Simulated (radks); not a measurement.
# Ni⁴⁺ in [Ar] 3d6: an all-electron calculation

What are the levels of the nickel ion Ni4+, how large are its shells, and how does its energy divide?

Method: scalar-relativistic Kohn-Sham, SCAN, spin-polarised, spherical densities, finite nucleus; open shells are filled with parallel spins first. Code: radks (a radial shooting solver on a logarithmic mesh, Libxc functionals) version 1.

## 1. What is computed

* element: nickel (Z = 28)
* charge: +4
* electrons: 24
* configuration: [Ar] 3d6
* nuclear rms radius: 3.7757 fm

Outer shells as boxes (Hund's rule):

Ni⁴⁺
```
[Ar] core
3d [↑↓][↑ ][↑ ][↑ ][↑ ]
```

## 2. The calculation

The run's settings:

```text
Z 28
configuration [Ar] 3d6 4s0 4p0
relativity scalar-relativistic
functional scan,scan
spin polarised
nucleus finite rms 3.7757 fm
c 137.035999084
```

Q: Predict the outcome of this run.

As calculated:

```
                        quantity                      value
                    total energy        -1516.68407 hartree
exchange-correlation share of it                     4.09 %
                            −T/E                     1.0140
          highest occupied level        3d down, -64.395 eV
    most extended occupied level  3d down, <r> = 0.855 bohr
 radius at density 0.001 e/bohr³                  2.43 bohr
    maxima of the radial density                          3
         ionisation energy, NIST        76.1 (semi-emp.) eV
```

**Reading.** The radial density shows 3 maxima for 3 occupied principal shells. Relativity lifts −T/E to 1.014. The top level binds by 64.395 eV, 85 % of the NIST ionisation energy of 76.1 eV; the potential of a semilocal functional falls off too fast, so its top eigenvalue is too shallow. Open shells are spherical and high-spin; term and fine-structure splittings are not resolved.
